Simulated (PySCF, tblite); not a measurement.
# C5H11GeN2P: geometry, infrared bands and NMR shifts

Aim: predict the infrared bands and NMR shifts of C5H11GeN2P (`CN(C)c1c[n]([GeH3])cp1`).

Computed with tblite 0.8.0 and PySCF 2.14.0, with density-fitted response routines of our own, on a single molecule in the gas phase. Atoms count from 0, in the outputs and in this text.

### Step 1. Starting geometry

20 atoms, charge 0, multiplicity 1; geometry from: force field or distance geometry start.

Bonds of the start (Å): C0–N1 1.46, N1–C2 1.46, N1–C3 1.45, C3–C4 1.39, C4–N5 1.36, N5–Ge6 1.87, N5–C7 1.34, C7–P8 1.72, P8–C3 1.73, C0–H9 1.11, C0–H10 1.11, C0–H11 1.12, C2–H12 1.13, C2–H13 1.10, C2–H14 1.12, C4–H15 1.09, Ge6–H16 1.55, Ge6–H17 1.56, Ge6–H18 1.55, C7–H19 1.08.

### Step 2. Geometry optimisation with GFN2-xTB

What the job is given:

```
{"job": {"kind": "relax", "xc": "GFN2-xTB", "basis": "xTB"}, "charge": 0, "multiplicity": 1}
C     -2.795900    -1.013700    -0.723800
N     -1.792900    -0.121100    -0.155400
C     -2.181500     1.024900     0.667900
C     -0.389300    -0.384400    -0.386300
C      0.674700     0.360600     0.119200
N      1.894000    -0.100300    -0.256900
Ge     3.497500     0.687700     0.302700
C      1.857200    -1.212200    -1.007200
P      0.238500    -1.710000    -1.299900
H     -2.668100    -2.044500    -0.334700
H     -2.716700    -1.016000    -1.831300
H     -3.836700    -0.687100    -0.461000
H     -3.299700     1.107100     0.763300
H     -1.765100     0.932700     1.684800
H     -1.820300     1.972200     0.198600
H      0.553200     1.241900     0.744700
H      4.595600     0.443700    -0.757000
H      3.931600     0.048100     1.653100
H      3.285900     2.212100     0.498300
H      2.732700    -1.731000    -1.374900
```

Started as:

```bash
OMP_NUM_THREADS=1 python probes_run.py task.json out
```

This one command runs all jobs of the session in turn.

The program printed:

```text
step      E/eV     max force
  0    -723.31104    2.608
  1    -723.50924    0.699
  2    -723.57631    0.466
  3    -723.62302    0.576
  4    -723.64783    0.504
  5    -723.67497    0.528
  6    -723.69066    0.366
  7    -723.70174    0.298
  8    -723.70682    0.170
  9    -723.71090    0.188
 10    -723.71500    0.175
 11    -723.71889    0.192
 12    -723.72225    0.130
 13    -723.72501    0.110
 14    -723.72725    0.153
 15    -723.72880    0.107
 16    -723.72960    0.049
 17    -723.73016    0.063
 18    -723.73075    0.090
 19    -723.73131    0.096
 20    -723.73167    0.059
 21    -723.73185    0.023
 22    -723.73198    0.028
 23    -723.73209    0.030
 24    -723.73218    0.028
 25    -723.73225    0.027
 26    -723.73233    0.027
 27    -723.73242    0.032
 28    -723.73253    0.035
 29    -723.73261    0.022
 30    -723.73265    0.011
 31    -723.73267    0.012
 32    -723.73270    0.014
 33    -723.73273    0.014
 34    -723.73276    0.016
 35    -723.73279    0.015
 36    -723.73282    0.014
 37    -723.73286    0.016
 38    -723.73289    0.016
 39    -723.73294    0.021
 40    -723.73300    0.019
 41    -723.73304    0.013
 42    -723.73306    0.012
 43    -723.73308    0.010
 44    -723.73310    0.012
 45    -723.73313    0.011
 46    -723.73315    0.011
 47    -723.73317    0.014
 48    -723.73322    0.019
 49    -723.73331    0.029
 50    -723.73349    0.046
 51    -723.73380    0.060
 52    -723.73417    0.057
 53    -723.73458    0.043
 54    -723.73492    0.039
 55    -723.73524    0.051
 56    -723.73565    0.058
 57    -723.73606    0.059
 58    -723.73654    0.068
 59    -723.73711    0.084
 60    -723.73809    0.087
 61    -723.73930    0.091
 62    -723.74030    0.078
 63    -723.74144    0.092
 64    -723.74285    0.110
 65    -723.74399    0.138
 66    -723.74586    0.109
 67    -723.74734    0.085
 68    -723.74911    0.085
 69    -723.75139    0.129
 70    -723.75475    0.159
 71    -723.75787    0.129
 72    -723.76041    0.111
 73    -723.76234    0.122
 74    -723.76463    0.142
 75    -723.76789    0.152
 76    -723.77159    0.121
 77    -723.77446    0.112
 78    -723.77625    0.098
 79    -723.77862    0.096
 80    -723.77989    0.071
 81    -723.78077    0.055
 82    -723.78140    0.062
 83    -723.78207    0.040
 84    -723.78246    0.031
 85    -723.78269    0.026
 86    -723.78288    0.035
 87    -723.78309    0.036
 88    -723.78332    0.029
 89    -723.78351    0.032
 90    -723.78365    0.032
 91    -723.78378    0.037
 92    -723.78396    0.038
 93    -723.78422    0.034
 94    -723.78454    0.049
 95    -723.78486    0.048
 96    -723.78513    0.039
 97    -723.78538    0.038
 98    -723.78570    0.051
 99    -723.78610    0.064
100    -723.78652    0.061
101    -723.78690    0.057
102    -723.78724    0.057
103    -723.78757    0.041
104    -723.78791    0.040
105    -723.78821    0.036
106    -723.78847    0.031
107    -723.78871    0.030
108    -723.78895    0.029
109    -723.78917    0.027
110    -723.78931    0.025
111    -723.78937    0.013
112    -723.78940    0.011
113    -723.78942    0.009
```

Run time: 1.7 s. Hardware: 1 thread of Arm Neoverse N1, shared host.

Along the way: (not every step is listed)

```
step  energy from step 0 (eV)  largest force (eV/Å)
   0                   0.0000                2.6078
   1                  -0.1982                0.6985
   2                  -0.2653                0.4664
   3                  -0.3120                0.5763
   4                  -0.3368                0.5040
   5                  -0.3639                0.5277
   6                  -0.3796                0.3664
   7                  -0.3907                0.2983
   8                  -0.3958                0.1696
  18                  -0.4197                0.0903
  28                  -0.4215                0.0348
  38                  -0.4218                0.0164
  48                  -0.4222                0.0188
  58                  -0.4255                0.0683
  68                  -0.4381                0.0847
  78                  -0.4652                0.0983
  88                  -0.4723                0.0288
  98                  -0.4747                0.0509
 108                  -0.4779                0.0291
 109                  -0.4781                0.0274
 110                  -0.4783                0.0249
 111                  -0.4783                0.0127
 112                  -0.4784                0.0114
 113                  -0.4784                0.0088
```

Close pairs (by a distance rule), those that changed most:

```csv
bond,before (Å),after (Å),change (Å)
N1–C3,1.447,1.385,-0.061
Ge6–H17,1.556,1.498,-0.058
C3–P8,1.728,1.786,+0.058
Ge6–H18,1.551,1.495,-0.056
Ge6–H16,1.545,1.491,-0.055
C2–H12,1.125,1.089,-0.036
N5–Ge6,1.872,1.840,-0.032
C0–H11,1.122,1.090,-0.032
```

The final coordinates are the input of the step that follows.

### Step 3. Infrared spectrum with GFN2-xTB

What the job is given:

```
{"job": {"kind": "ir", "xc": "GFN2-xTB", "basis": "xTB"}, "charge": 0, "multiplicity": 1}
C     -2.697941    -0.960129    -0.715999
N     -1.742835    -0.290165     0.132049
C     -2.150695     1.009565     0.611273
C     -0.412201    -0.444770    -0.221537
C      0.634152     0.318684     0.222134
N      1.861716    -0.093504    -0.227281
Ge     3.444056     0.666425     0.324175
C      1.768803    -1.180726    -1.030342
P      0.176944    -1.750388    -1.288012
H     -2.399971    -2.004389    -0.821562
H     -2.760597    -0.514959    -1.719204
H     -3.681730    -0.922232    -0.248445
H     -3.205125     0.970175     0.881014
H     -1.580022     1.265836     1.503187
H     -2.009040     1.801783    -0.137301
H      0.601365     1.182690     0.865859
H      4.468899     0.197493    -0.651528
H      3.754610     0.207184     1.715947
H      3.253736     2.149043     0.299104
H      2.670727    -1.596937    -1.449286
```

The program printed:

```text
mode    cm-1     km/mol
  1      32.3      0.18
  2      46.1      0.34
  3      84.3      1.16
  4     110.1      0.26
  5     146.5      0.49
  6     158.9      0.67
  7     177.5      8.70
  8     260.8      0.30
  9     271.8     19.39
 10     301.5     15.21
 11     370.7      1.13
 12     435.6      6.13
 13     461.5      0.91
 14     509.8     16.18
 15     535.2     40.97
 16     554.1     54.37
 17     567.1     87.89
 18     667.8      3.26
 19     705.2     14.73
 20     724.2     70.60
 21     749.9    350.72
 22     797.7    155.36
 23     819.6     25.05
 24     830.7    119.55
 25     940.9      9.96
 26     965.5      4.32
 27    1043.2      4.22
 28    1083.8      2.24
 29    1097.4     94.34
 30    1118.1     63.99
 31    1131.4     34.39
 32    1192.5      2.44
 33    1251.8     16.18
 34    1303.0     35.59
 35    1326.4    156.90
 36    1354.5    141.94
 37    1407.9      0.39
 38    1422.2      3.26
 39    1473.0      5.40
 40    1476.4      4.00
 41    1482.7      6.56
 42    1497.3     11.57
 43    1548.3    145.94
 44    1982.2    123.98
 45    2049.7    415.50
 46    2097.2    338.60
 47    2871.3     22.28
 48    2877.2    115.93
 49    2989.9     14.81
 50    3002.4     26.66
 51    3008.3     34.46
 52    3016.7     50.70
 53    3073.5     55.82
 54    3075.8      9.31
```

It took 1.6 s on 1 thread of Arm Neoverse N1, shared host.

The strongest bands and the atoms that carry them (share of the mass-weighted mode):

```csv
cm⁻¹,km/mol,atoms
750,350.7,"H16 40 %, H18 29 %, H17 21 %"
798,155.4,"H16 54 %, H18 27 %, H17 17 %"
1326,156.9,"N5 30 %, C4 26 %, N1 14 %"
1354,141.9,"C7 42 %, N5 39 %"
1548,145.9,"C3 49 %, C4 32 %"
1982,124.0,"H17 55 %, H18 28 %, H16 16 %"
2050,415.5,"H18 52 %, H17 41 %"
2097,338.6,"H16 77 %, H18 18 %"
```

### Step 4. Nuclear shieldings: PBE0/pcSseg-1

Same as in step 3 but for these lines:

```diff
@@ -1,2 +1,2 @@
-{"job": {"kind": "ir", "xc": "GFN2-xTB", "basis": "xTB"}, "charge": 0, "multiplicity": 1}
+{"job": {"kind": "nmr", "xc": "PBE0", "basis": "pcSseg-1"}, "charge": 0, "multiplicity": 1}
 C     -2.697941    -0.960129    -0.715999
```

Level: GIAO PBE0/pcSseg-1 NMR shielding, non-relativistic, gas phase.

The program printed:

```text
coarse grid: 77160 points
cycle   1  E = -2723.8912389253  dE =  7.764e-01  |g| = 9.009e-01  |ddm| = 4.355e+00
cycle   2  E = -2723.8753439516  dE =  1.589e-02  |g| = 9.071e-01  |ddm| = 1.150e+00
cycle   3  E = -2723.9601619608  dE = -8.482e-02  |g| = 1.114e-01  |ddm| = 6.944e-01
cycle   4  E = -2723.9610429104  dE = -8.809e-04  |g| = 8.175e-02  |ddm| = 1.704e-01
cycle   5  E = -2723.9626116599  dE = -1.569e-03  |g| = 1.248e-02  |ddm| = 8.357e-02
cycle   6  E = -2723.9626451849  dE = -3.352e-05  |g| = 5.790e-03  |ddm| = 2.001e-02
cycle   7  E = -2723.9626535950  dE = -8.410e-06  |g| = 8.374e-04  |ddm| = 6.620e-03
final grid: 162080 points
cycle   8  E = -2723.9626482541  dE =  4.454e-08  |g| = 1.078e-03  |ddm| = 2.996e-03
cycle   9  E = -2723.9626478627  dE =  3.914e-07  |g| = 1.690e-03  |ddm| = 2.687e-03
cycle  10  E = -2723.9626485249  dE = -6.622e-07  |g| = 1.584e-04  |ddm| = 1.625e-03
cycle  11  E = -2723.9626485303  dE = -5.416e-09  |g| = 4.746e-05  |ddm| = 1.971e-04
cycle  12  E = -2723.9626485309  dE = -5.584e-10  |g| = 1.156e-05  |ddm| = 5.851e-05
converged SCF energy = -2723.9626485309

GIAO shielding tensors (ppm)
atom      isotropic    diamagn.    paramagn.     s11        s22        s33       span
  0 C      140.051     245.915    -105.863    111.939    128.298    179.918     67.979
  1 N      200.974     327.644    -126.670    153.718    194.294    254.909    101.191
  2 C      144.740     248.373    -103.633    118.865    130.191    185.165     66.300
  3 C       14.470     263.273    -248.804    -59.873     -7.043    110.324    170.197
  4 C       71.818     256.776    -184.957      6.043     77.722    131.689    125.646
  5 N       85.990     336.738    -250.749     -7.027     70.344    194.653    201.680
  6 Ge    1468.471    2755.261   -1286.790   1346.141   1421.870   1637.402    291.261
  7 C       26.627     258.908    -232.280   -101.414     56.226    125.069    226.484
  8 P      227.583     969.615    -742.032     69.401    177.422    435.926    366.525
  9 H       28.049      29.775      -1.726     22.306     28.061     33.781     11.476
 10 H       29.040      29.508      -0.468     25.775     26.270     35.074      9.299
 11 H       29.003      29.144      -0.141     24.096     27.358     35.555     11.458
 12 H       29.061      30.524      -1.463     24.000     27.617     35.565     11.566
 13 H       28.585      32.350      -3.765     23.429     27.454     34.872     11.443
 14 H       29.294      31.473      -2.179     26.035     26.660     35.187      9.153
 15 H       25.022      36.913     -11.891     19.107     24.700     31.260     12.153
 16 H       26.933      28.489      -1.556     19.410     23.352     38.037     18.627
 17 H       26.611      28.455      -1.844     19.925     21.888     38.021     18.096
 18 H       26.668      28.782      -2.114     19.200     23.072     37.732     18.531
 19 H       24.051      32.509      -8.458     20.415     23.607     28.131      7.716
```

Run time: 1.7 min. Hardware: 1 thread of Arm Neoverse N1, shared host; peak memory 1.1 GiB.

The references, computed at this level on geometries of the same kind, shield at (ppm): ¹H TMS 31.72, ¹³C TMS 186.9, ¹⁵N NH3 267.7, ³¹P H3PO4 318.4, ⁷³Ge GeMe4 1331. Their shielding less the atom's gives the shift. The references are single molecules in the gas phase, so shifts against H2O, NH3, PH3, H3PO4 or CFCl3 are not on the usual liquid scales and can be off by tens of ppm. Atoms listed in one row are averaged.

```
                      atoms                                         environment  σ (ppm)  δ (ppm)
                         C3                    aromatic carbon bearing nitrogen     14.5    172.5
                         C7                 aromatic CH next to a ring nitrogen     26.6    160.3
                         C4                 aromatic CH next to a ring nitrogen     71.8    115.1
                     C0, C2                           methyl carbon bonded to N    142.4     44.5
                        H19  hydrogen on an aromatic CH next to a ring nitrogen    24.05     7.67
                        H15  hydrogen on an aromatic CH next to a ring nitrogen    25.02     6.69
              H16, H17, H18                 hydrogen on a germanium bonded to N    26.74     4.98
H9, H10, H11, H12, H13, H14             hydrogen on a methyl carbon bonded to N    28.84     2.88
                         N5                          pyrrole-type ring nitrogen     86.0    181.7
                         N1                               aniline-type nitrogen    201.0     66.8
                        Ge6                          germanium bonded to N, 3 H     1468     -138
                         P8      phosphorus bonded to 2 C, in a 5-membered ring    227.6     90.8
```

The run also stored atomic charges by several schemes (e):

```csv
atoms,Mulliken,IAO,Hirshfeld,ESP fit
"C0, C2",-0.09,-0.30,-0.07,-0.38
N1,-0.64,-0.18,-0.07,-0.14
C3,-0.15,-0.13,-0.04,0.25
C4,0.19,-0.17,-0.07,-0.35
N5,-0.77,-0.28,-0.10,-0.14
Ge6,0.48,0.64,0.39,0.36
C7,-0.13,-0.33,-0.09,-0.08
P8,0.29,0.19,-0.02,-0.27
```

Mayer bond orders: C0–N1 0.97, N1–C2 0.98, N1–C3 1.00, C3–C4 1.46, C4–N5 1.05, N5–Ge6 0.70, N5–C7 1.21, C7–P8 1.42, P8–C3 1.17.

Ring of atoms C3, C4, N5, C7, P8: NICS(0) -12.3, NICS(1) -10.8, NICS(1)zz -25.5 ppm (means of both faces).

### Step 5. Outcome

| quantity | value |
| --- | --- |
| strongest single infrared mode (GFN2-xTB) | 2050 cm⁻¹, 416 km/mol |
| zero-point energy (GFN2-xTB) | 92.2 kcal/mol |
| ¹³C shifts against TMS (PBE0/pcSseg-1, means over atoms taken as alike) | 172.5, 160.3, 115.1, 44.5 ppm |
| ¹H shifts against TMS (PBE0/pcSseg-1, means over atoms taken as alike) | 7.67, 6.69, 4.98, 2.88 ppm |
| ¹⁵N shifts against NH3 (PBE0/pcSseg-1) | 181.7, 66.8 ppm |
| ⁷³Ge shifts against GeMe4 (PBE0/pcSseg-1) | -138 ppm |
| ³¹P shifts against H3PO4 (PBE0/pcSseg-1) | 90.8 ppm |

What this shows: The optimisation took 113 steps and gained 0.478 eV; among the close pairs (by a distance rule), N1–C3 changed most, from 1.447 to 1.385 Å. No mode is imaginary among the 54: a minimum at this level. The strongest single mode, at 2050 cm⁻¹, moves mainly H18 and H17. Unscaled tight-binding wavenumbers are off by several per cent, some by more. Its intensities can rank the bands wrongly. At PBE0/pcSseg-1: The widest tensor belongs to P8: span 367 ppm, with a paramagnetic part of -742 ppm. NICS(1)zz of -25 ppm above the planar ring from C3 marks a diatropic (aromatic) ring current. Spin-orbit coupling is left out, which matters for shieldings and couplings at and beside the heavy atoms.
